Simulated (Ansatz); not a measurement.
## CH₄OSSi, SMILES O=CS[SiH3]: harmonic frequencies at the relaxed geometry

Computed with Ansatz's Python interface.

`run_freq.py`:
```python
"""Vibrations of CH4OSSi."""

import ansatz as az
from ase import Atoms
import numpy as np

BASIS = "def2-SVP"
FUNCTIONAL = "cam_b3lyp"

atoms = Atoms(["O", "C", "S", "Si", "H", "H", "H", "H"], positions=[
    (1.5518, -0.9015, 0.8899),
    (1.7026, 0.1789, 0.2619),
    (0.4324, 1.0766, -0.5994),
    (-1.2204, -0.0744, -0.2465),
    (2.7162, 0.6174, 0.1901),
    (-1.5938, -0.1236, 1.2085),
    (-1.1076, -1.4364, -0.8267),
    (-2.3891, 0.6058, -0.9336),
])
geometry = az.Crystal.molecule_from_ase(atoms)

model = geometry.calculation()
model = model.basis(gaussian=BASIS)
model = model.functional(FUNCTIONAL)
symbols = [site.symbol for site in geometry.cartesian_sites]
start = np.array([site.position_ang for site in geometry.cartesian_sites], dtype=float)
rep = model.relax(force_tolerance=0.003).run(threads=1, backend="cpu").report
end = np.array(rep["positions_ang"])

print("final positions (A) and the move of each atom")
for symbol, xyz, old in zip(symbols, end, start):
    print(f"{symbol:2s} {xyz[0]:10.5f} {xyz[1]:10.5f} {xyz[2]:10.5f}   {np.linalg.norm(xyz - old):7.4f}")

# same settings at the minimum
minimum = az.Crystal.molecule()
for symbol, xyz in zip(symbols, end):
    minimum = minimum.atom(symbol, xyz.tolist())
vibrating = minimum.calculation()
vibrating = vibrating.basis(gaussian=BASIS).functional(FUNCTIONAL)
vibrating = vibrating.phonons(temperatures=(298.15, 498.15, 100))
vib = vibrating.run(threads=1, backend="cpu").report["vibrations"]
sums = vib["harmonic_sums"]
modes = [m["omega_inv_cm"] for m in sums["modes_at_gamma"] if m["rigid_motion"] == "no"]
for number, w in enumerate(modes, start=1):
    print(f"mode {number:2d} {w:9.1f} 1/cm {w / 8065.544 * 1000:8.2f} meV")
print("imaginary modes:", sum(w < 0 for w in modes), " zero-point energy:", round(sums["zero_point_energy_ev"], 4), "eV")
print("T (K)   F_vib (eV)   S_vib (meV/K)   C_vib (meV/K)")
for row in zip(sums["temperatures_k"], sums["vibrational_free_energy_ev"], vib["entropy_ev_per_k"], vib["heat_capacity_ev_per_k"]):
    print(f"{row[0]:6.1f} {row[1]:11.4f} {1000 * row[2]:13.4f} {1000 * row[3]:15.4f}")

# all hydrogen replaced by deuterium
heavier = vibrating.phonons(masses={"H": 2.014102}).run(threads=1, backend="cpu").report["vibrations"]["harmonic_sums"]
print("deuterated (1/cm):", " ".join(f"{m['omega_inv_cm']:.0f}" for m in heavier["modes_at_gamma"] if m["rigid_motion"] == "no"))
print("zero-point energy falls by", round(sums["zero_point_energy_ev"] - heavier["zero_point_energy_ev"], 4), "eV")
```

```console
$ python run_freq.py
final positions (A) and the move of each atom
O     1.40320   -0.84859    0.84242    0.1647
C     1.66507    0.16309    0.25529    0.0413
S     0.49028    1.14756   -0.63640    0.0988
Si   -1.24515   -0.10349   -0.22734    0.0427
H     2.69136    0.59267    0.21102    0.0408
H    -1.51194   -0.15965    1.22850    0.0917
H    -1.05591   -1.45570   -0.80134    0.0607
H    -2.34480    0.60691   -0.92796    0.0447
mode  1     143.6 1/cm    17.80 meV
mode  2     183.7 1/cm    22.77 meV
mode  3     232.6 1/cm    28.84 meV
mode  4     461.5 1/cm    57.21 meV
mode  5     516.9 1/cm    64.08 meV
mode  6     630.1 1/cm    78.13 meV
mode  7     661.0 1/cm    81.95 meV
mode  8     780.4 1/cm    96.76 meV
mode  9     926.9 1/cm   114.92 meV
mode 10     956.5 1/cm   118.59 meV
mode 11     957.9 1/cm   118.76 meV
mode 12     958.3 1/cm   118.82 meV
mode 13    1367.8 1/cm   169.59 meV
mode 14    1824.7 1/cm   226.23 meV
mode 15    2276.1 1/cm   282.21 meV
mode 16    2290.1 1/cm   283.93 meV
mode 17    2298.3 1/cm   284.95 meV
mode 18    3005.3 1/cm   372.62 meV
imaginary modes: 0  zero-point energy: 1.2691 eV
T (K)   F_vib (eV)   S_vib (meV/K)   C_vib (meV/K)
 298.1      1.2183        0.4227          0.5448
 398.1      1.1670        0.6033          0.7053
 498.1      1.0979        0.7755          0.8322
deuterated (1/cm): 138 138 194 422 463 470 575 682 687 689 727 800 1050 1620 1652 1663 1796 2232
zero-point energy falls by 0.2774 eV
```

The frequencies are harmonic and unscaled, in a modest basis. The result belongs to the one conformer reached from this start, and soft torsions count as harmonic oscillators. Wall time of the script: 3.6 min on 1 thread of Arm Neoverse V2, on a shared host, peak memory 0.27 GiB.

(A comment or docstring line of the script was reworded after the run, the code is as it ran; lines on the test bed's own set-up are left out of the output.)
